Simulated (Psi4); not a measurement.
**BNH3OF (SMILES NB(O)F): HSE06/6-311+G(d,p)**

What is the vertical ionisation energy of BNH3OF at HSE06/6-311+G**? 

Program for the calculation: Psi4 1.11.

### 1 The system as given

BNH3OF: 7 atoms, total charge 0, spin state singlet. SMILES: `NB(O)F`. The shape is that of a PBE0-D4/def2-TZVP optimisation. This is one conformer, not always the lowest.

Bond lengths: N1–B2 1.406 Å, B2–O3 1.363 Å, B2–F4 1.337 Å, N1–H5 1.004 Å, N1–H6 1.003 Å, O3–H7 0.957 Å. Angles: N1–B2–O3 125.7°, N1–B2–F4 118.3°, O3–B2–F4 116.0°, B2–N1–H5 121.1°, B2–N1–H6 124.7°, B2–O3–H7 114.6°, H5–N1–H6 114.2°.

### 2 Energy and forces at HSE06/6-311+G(d,p)

Contents of input.dat:

```
memory 2200 MB

molecule mol {
  0 1
  N     -0.531800     0.753400    -0.032100
  B      0.039300    -0.505700    -0.288800
  O      1.106300    -1.044300     0.367000
  F     -0.494800    -1.258200    -1.256300
  H     -1.320400     1.081700    -0.559700
  H     -0.210100     1.394300     0.668500
  H      1.472700    -0.489200     1.055700
  symmetry c1
}

set puream true
set e_convergence 1e-09
set d_convergence 1e-08
set scf_type pk
set dft_radial_points 99
set dft_spherical_points 590

E, wfn = gradient("hse06/6-311+G**", return_wfn=True)
oeprop(wfn, "LOWDIN_CHARGES", "DIPOLE", "MULLIKEN_CHARGES", title="HSE06")
```

On the command line:

```console
$ psi4 -i input.dat -o output.dat -n 1
```

output.dat, cut to the lines that bear on the results:

```text
[...]
  Running in c1 symmetry.
[...]
  Nuclear repulsion =  114.658705407158465
[...]
  Multiplicity = 1
[...]
  Nalpha       = 16
  Nbeta        = 16
[...]
    Number of basis functions: 106
[...]
   @RKS iter   1:  -256.04928108974769   -3.21096e-01   1.00312e-02 ADIIS/DIIS
[...]
   @RKS iter  11:  -256.46706902525460    5.68434e-14   3.47449e-09 DIIS
[...]
    Orbital Energies [Eh]
    ---------------------
    Doubly Occupied:
       1A    -24.734986     2A    -19.203509     3A    -14.364769
       4A     -6.833904     5A     -1.209582     6A     -1.045630
       7A     -0.886084     8A     -0.585030     9A     -0.543160
      10A     -0.518923    11A     -0.479588    12A     -0.449451
      13A     -0.402087    14A     -0.376823    15A     -0.358875
      16A     -0.286867
[...]
  @RKS Final Energy:  -256.46706902525460
   => Energetics <=
    Nuclear Repulsion Energy =            114.6587054071584646
    One-Electron Energy =                -580.3941185114447308
    Two-Electron Energy =                 233.3070090797774299
    DFT Exchange-Correlation Energy =     -24.0386650007457341
    Empirical Dispersion Energy =           0.0000000000000000
    VV10 Nonlocal Energy =                  0.0000000000000000
    Total Energy =                       -256.4670690252546024
[...]
  -Total Gradient:
     Atom            X                  Y                   Z
    ------   -----------------  -----------------  -----------------
       1       -0.000175314965     0.000431583616     0.000112202345
       2       -0.002192810087    -0.002006849595    -0.003353964686
       3       -0.000356686996    -0.000410023730    -0.000574874252
       4        0.001947281179     0.002573620515     0.003443977574
       5        0.000963178847    -0.000233392332     0.000756112987
       6       -0.000467848480    -0.000844553297    -0.000959642676
       7        0.000290984154     0.000483268595     0.000580572264
[...]
 Multipole Moments:
 ------------------------------------------------------------------------------------
     Multipole            Electronic (a.u.)      Nuclear  (a.u.)        Total (a.u.)
 ------------------------------------------------------------------------------------
 L = 1.  Multiply by 2.5417464519 to convert [e a0] to [Debye]
 Dipole X            :         -0.3758176            0.3641782           -0.0116393
 Dipole Y            :         -2.7483201            4.0138763            1.2655562
 Dipole Z            :         -2.0700706            2.8517547            0.7816841
 Magnitude           :                                                    1.4875476
[...]
  Mulliken Charges: (a.u.)
   Center  Symbol    Alpha    Beta     Spin     Total
       1     N     3.85293  3.85293  0.00000 -0.70586
       2     B     2.31070  2.31070  0.00000  0.37860
       3     O     4.21038  4.21038  0.00000 -0.42077
       4     F     4.51838  4.51838  0.00000 -0.03675
       5     H     0.36203  0.36203  0.00000  0.27595
       6     H     0.37309  0.37309  0.00000  0.25383
       7     H     0.37249  0.37249  0.00000  0.25501
   Total alpha = 16.00000, Total beta = 16.00000, Total charge = -0.00000
  Lowdin Charges: (a.u.)
[...]
```

Wall time 74 s (1 thread of Intel Xeon Platinum 8259CL at 2.50GHz (Skylake/Cascade Lake), shared host); peak memory 1.1 GiB.

### 3 The doublet cation: the energy at UHSE06/6-311+G(d,p)

Contents of run.py:

```python
import numpy as np
from ase.calculators.psi4 import Psi4
from ase import Atoms

atoms = Atoms(['N', 'B', 'O', 'F', 'H', 'H', 'H'], positions=[
    [-0.531800, 0.753400, -0.032100],
    [0.039300, -0.505700, -0.288800],
    [1.106300, -1.044300, 0.367000],
    [-0.494800, -1.258200, -1.256300],
    [-1.320400, 1.081700, -0.559700],
    [-0.210100, 1.394300, 0.668500],
    [1.472700, -0.489200, 1.055700],
])
calc = Psi4(atoms=atoms, method='hse06', basis='6-311+G**', memory='2200MB', num_threads=1, charge=1, multiplicity=2, label='psi4-calc', reference='uks')
calc.psi4.set_options({'puream': True, 'e_convergence': 1e-09, 'd_convergence': 1e-08, 'scf_type': 'pk', 'dft_radial_points': 99, 'dft_spherical_points': 590, 'maxiter': 100})
atoms.calc = calc

print(f'energy: {atoms.get_potential_energy():.6f} eV')
```

On the command line:

```console
$ python run.py
```

psi4-calc.dat, cut to the lines that bear on the results:

```text
[...]
  Running in c1 symmetry.
[...]
  Nuclear repulsion =  114.658705407158465
[...]
  Multiplicity = 2
[...]
  Nalpha       = 16
  Nbeta        = 15
[...]
    Number of basis functions: 106
[...]
   @UKS iter   1:  -255.87146879527344   -1.43283e-01   7.13057e-03 ADIIS/DIIS
[...]
   @UKS iter  13:  -256.07136118868300   -1.93268e-11   8.86534e-09 DIIS
[...]
   @S^2 Observed:                7.612521021E-01
[...]
    Orbital Energies [Eh]
    ---------------------
    Alpha Occupied:
       1A    -24.971415     2A    -19.486834     3A    -14.762053
       4A     -7.114597     5A     -1.443579     6A     -1.319831
       7A     -1.256986     8A     -0.870370     9A     -0.862623
      10A     -0.829430    11A     -0.728898    12A     -0.726700
      13A     -0.655553    14A     -0.646743    15A     -0.635864
      16A     -0.620762
    Alpha Virtual:
      17A     -0.227940    18A     -0.197642    19A     -0.168282
      20A     -0.149786    21A     -0.120782    22A     -0.118193
      23A     -0.085204    24A     -0.064971    25A     -0.049455
[...]
  @UKS Final Energy:  -256.07136118868300
   => Energetics <=
    Nuclear Repulsion Energy =            114.6587054071584646
    One-Electron Energy =                -571.3588095458695761
    Two-Electron Energy =                 224.3883002448882280
    DFT Exchange-Correlation Energy =     -23.7595572948600626
    Empirical Dispersion Energy =           0.0000000000000000
    VV10 Nonlocal Energy =                  0.0000000000000000
    Total Energy =                       -256.0713611886829995
[...]
 Multipole Moments:
 ------------------------------------------------------------------------------------
     Multipole            Electronic (a.u.)      Nuclear  (a.u.)        Total (a.u.)
 ------------------------------------------------------------------------------------
 L = 1.  Multiply by 2.5417464519 to convert [e a0] to [Debye]
 Dipole X            :         -0.6818963            0.3641782           -0.3177181
 Dipole Y            :         -1.3390882            4.0138763            2.6747881
 Dipole Z            :         -1.4731345            2.8517547            1.3786202
 Magnitude           :                                                    3.0258932
[...]
```

Standard output:

```text
energy: -6968.056659 eV
```

It took 75 s on 1 thread of Intel Xeon Platinum 8259CL at 2.50GHz (Skylake/Cascade Lake), shared host; peak memory 1.1 GiB.

### 4 Results

Level: HSE06/6-311+G**.

```
                                          quantity          value
                      singlet BNH3OF: total energy  -256.46707 Eh
                     singlet BNH3OF: dipole moment         3.78 D
                       singlet BNH3OF: HOMO energy       -7.81 eV
                       singlet BNH3OF: LUMO energy       -0.68 eV
                     singlet BNH3OF: HOMO–LUMO gap        7.13 eV
          singlet BNH3OF: largest force on an atom     0.243 eV/Å
                      doublet cation: total energy  -256.07136 Eh
doublet cation: HOMO energy (highest over α and β)      -16.05 eV
 doublet cation: LUMO energy (lowest over α and β)      -13.69 eV
                              doublet cation: ⟨S²⟩          0.761
vertical ionisation energy (to the doublet cation)      10.768 eV
```

**Reading.** Removing an electron at fixed nuclei costs 10.77 eV (248 kcal/mol). The negative HOMO energy of the first species, 7.81 eV, lies 2.96 eV below that difference. Mulliken charges (singlet BNH3OF) run from -0.71 on N1 to +0.38 on B2; in a basis this large or diffuse they mean little.
